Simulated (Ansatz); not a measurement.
# Li (Im-3m): compression over a wide range

How does Li (Im-3m) respond to strong compression and slight expansion? Whether the element takes this structure at low temperature is a separate question.

Program: Ansatz 0.2.0. Level of theory: DFT PBEsol, scalar-relativistic, plane waves, PAW. These are calculated values, not measurements.

### 1 The system as given

The structure is cubic, space group Im-3m (No. 229). The conventional cell has a = 3.433 Å, b = 3.433 Å, c = 3.433 Å, α = 90.00°, β = 90.00°, γ = 90.00°. Li (site symmetry m-3m) is surrounded by 8 Li at 2.97 Å.

As a file:

```cif
data_structure
_symmetry_space_group_name_H-M 'P 1'
_symmetry_Int_Tables_number 1
_cell_length_a 2.9733
_cell_length_b 2.9733
_cell_length_c 2.9733
_cell_angle_alpha 109.471
_cell_angle_beta 109.471
_cell_angle_gamma 109.471
_cell_volume 20.24
loop_
_atom_site_label
_atom_site_type_symbol
_atom_site_fract_x
_atom_site_fract_y
_atom_site_fract_z
_atom_site_occupancy
Li1 Li 0.00000 0.00000 0.00000 1
```

An earlier run at PBEsol left this cell at 20.235 Å³/atom and 0.00 GPa (18×18×18 mesh).

### 2 Volume × 0.96

The input, input.yaml:

```yaml
crystal:
  lattice:
    - [-1.693449791, 1.693449791, 1.693449791]
    - [1.693449791, -1.693449791, 1.693449791]
    - [1.693449791, 1.693449791, -1.693449791]
  atoms:
    - { symbol: Li, position: [0.0, 0.0, 0.0] }
basis:
  ecutwfc: 420
  ecutrho_ratio: 4
kpoints:
  mp_grid: { grid: [18, 18, 18] }
hamiltonian:
  xc: pbesol
scf:
  occupations: { method: gaussian, width: 0.05 }
output:
  forces: true
  stress: true
  eigenvalues: true
```

Launch:

```sh
$ ansatz run input.yaml --threads 1 --pin off --max-ram 2560MiB --backend cpu --events-out ev --progress --plain --runs-dir out
```

The runs that follow: Volume × 1.04; Volume × 0.92; Volume × 0.88; Volume × 0.84; Volume × 0.8.

**Question.** What will these runs give? Wanted: range of pressure; V0; B0; B0′.

The runs gave:

| quantity | value |
| --- | --- |
| range of pressure | -0.5 to 4.4 GPa |
| V0 (fit) | 20.23 Å³/atom |
| B0 (fit) | 14 GPa |
| B0′ (fit) | 3.09 |

**Reading.** A third-order Birch-Murnaghan fit follows the points with an rms miss of 0.05 meV/atom. The k mesh is not the same at all volumes. Symmetry fixes shape and sites, so only the volume changes. Other structures may be lower in enthalpy at these pressures.
